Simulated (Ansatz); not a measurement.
# FH₂IO₂Ti: basis-set convergence

Aim: see how fast density functionals converge with the basis set for FH₂IO₂Ti.

Method: one geometry, several basis sets; program: Ansatz 0.2.0, Gaussian basis.

Plan: PBE0-D4/def2-SVP; ωB97M-V/def2-SVP; PBE0-D4/def2-QZVPP; ωB97M-V/def2-QZVPP; the functionals' def2-TZVPP values are taken from earlier runs.

## 1. The geometry

An earlier PBE0-D4 in a triple-zeta def2 set relaxation fixed the geometry. I takes the def2 core potential; no spin-orbit term is included.

7 atoms, charge 0, spin multiplicity 1.

Atoms are counted from 1 here; the program's logs count them from 0.

Bond lengths: O1–Ti2 1.763 Å, O1–H6 0.958 Å, Ti2–O3 1.771 Å, Ti2–F4 1.752 Å, Ti2–I5 2.587 Å, O3–H7 0.959 Å. Angles: Ti2–O1–H6 141.5°, O1–Ti2–O3 109.8°, O1–Ti2–F4 110.9°, O1–Ti2–I5 108.0°, O3–Ti2–F4 110.0°, O3–Ti2–I5 109.5°, F4–Ti2–I5 108.7°, Ti2–O3–H7 133.4°.

## 2. PBE0-D4 in def2-SVP

File in.yaml:

```yaml
crystal:
  periodic: [false, false, false]
  atoms:
    - {symbol: O, position_ang: [-1.083666, 0.196572, 0.987358]}
    - {symbol: Ti, position_ang: [-0.009526, -0.088608, -0.381425]}
    - {symbol: O, position_ang: [1.545096, -0.709048, 0.196836]}
    - {symbol: F, position_ang: [-0.723431, -1.221548, -1.510952]}
    - {symbol: I, position_ang: [0.356560, 2.168143, -1.592632]}
    - {symbol: H, position_ang: [-2.012351, 0.272779, 1.208087]}
    - {symbol: H, position_ang: [1.988518, -0.686287, 1.047028]}
basis:
  gaussian: {orbitals: def2-SVP}
hamiltonian: {xc: pbe0, dispersion: d4}
output: {orbitals: {seedname: orbitals}}
```

The run is started by

```sh
ansatz run in.yaml --threads 4 --pin off --events-out ev --progress --plain --max-ram 10444MiB
```

The runs that follow: ωB97M-V in def2-SVP; PBE0-D4 in def2-QZVPP; ωB97M-V in def2-QZVPP.

Q: Predict the results of all the runs planned. Wanted: PBE0-D4: double and triple zeta above quadruple; ωB97M-V: double and triple zeta above quadruple.

**Answer**, as computed:

| quantity | value |
| --- | --- |
| PBE0-D4: double and triple zeta above quadruple | 12.78, 0.84 eV |
| ωB97M-V: double and triple zeta above quadruple | 12.91, 0.79 eV |

What this shows: For PBE0-D4 the step from double to triple zeta gains 11.94 eV and the next only 0.84 eV. Total energies overstate the basis error of differences, where much of it tends to cancel.
